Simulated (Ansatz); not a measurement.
This script makes the interaction energy of a dimer with the counterpoise correction of BH5Si, SMILES B[SiH3] with the Python package of Ansatz (0.2.0).

`run_dimer.py`:
```python
"""Binding of a BH5Si dimer at a trial geometry."""

import ansatz as az

FIRST = [
    ("B", (-0.0369, -1.171, 0.2153)),
    ("Si", (0.0275, 0.7773, -0.1357)),
    ("H", (-1.1748, -1.6436, 0.2828)),
    ("H", (0.9744, -1.7561, 0.3126)),
    ("H", (-0.6308, 1.0849, -1.4267)),
    ("H", (-0.6307, 1.5275, 0.9544)),
    ("H", (1.4716, 1.1809, -0.203)),
]
SECOND = [
    ("B", (-3.2538, 2.7069, 1.8328)),
    ("Si", (-4.0662, 1.0747, 2.6069)),
    ("H", (-2.8679, 2.5855, 0.667)),
    ("H", (-3.2065, 3.6753, 2.4919)),
    ("H", (-5.2501, 0.6691, 1.8141)),
    ("H", (-3.0855, -0.0304, 2.6452)),
    ("H", (-4.4915, 1.3983, 4.0095)),
]

def energy(atoms, ghosts=()):
    molecule = az.Crystal.molecule()
    for symbol, xyz in atoms:
        molecule = molecule.atom(symbol, xyz)
    calc = (
        molecule.calculation()
        .basis(gaussian="def2-SVPD")
        .functional("pbe0")
        .accuracy("medium")
    )
    deck = calc.input()
    if ghosts:
        deck = deck.set(az.key.basis.gaussian.ghost_atoms, [{"symbol": s, "position_ang": list(xyz)} for s, xyz in ghosts])
    return az.Session.from_dict(deck).plan().execute().report["free_energy_ev"]

# ghost atoms carry the functions of the partner
both = energy(FIRST + SECOND)
alone = energy(FIRST) + energy(SECOND)
ghosted = energy(FIRST, SECOND) + energy(SECOND, FIRST)
print(f"dimer {both:.6f} eV")
print(f"interaction, uncorrected   {23.060548 * (both - alone):8.3f} kcal/mol")
print(f"interaction, counterpoise  {23.060548 * (both - ghosted):8.3f} kcal/mol")
print(f"basis-set superposition    {23.060548 * (alone - ghosted):8.3f} kcal/mol")
```

How large is the interaction at this pose, and how much of it is basis-set superposition?

Uncorrected it is -0.342 kcal/mol, with the counterpoise correction 0.071 kcal/mol; the difference, 0.41 kcal/mol, is the superposition error. The sign changes with the correction, so this basis doesn't settle it.

What the script printed:

```console
$ python run_dimer.py
dimer -17252.536206 eV
interaction, uncorrected     -0.342 kcal/mol
interaction, counterpoise     0.071 kcal/mol
basis-set superposition       0.413 kcal/mol
```

What to keep in mind:
- These settings explore the input space; basis and method may be short of convergence.
- The dimer is a generated trial pose of unrelaxed monomers, not a minimum, so the figure is no binding energy, and the basis set is small.
- This level lacks the dispersion part of the attraction (electrostatics and induction are there), which can decide the sign where the interaction is weak.
- The whole script took 7.3 s on 1 thread of AMD EPYC 9R45 96-Core Processor (Zen 5), with other jobs on the host, peak memory 0.36 GiB.
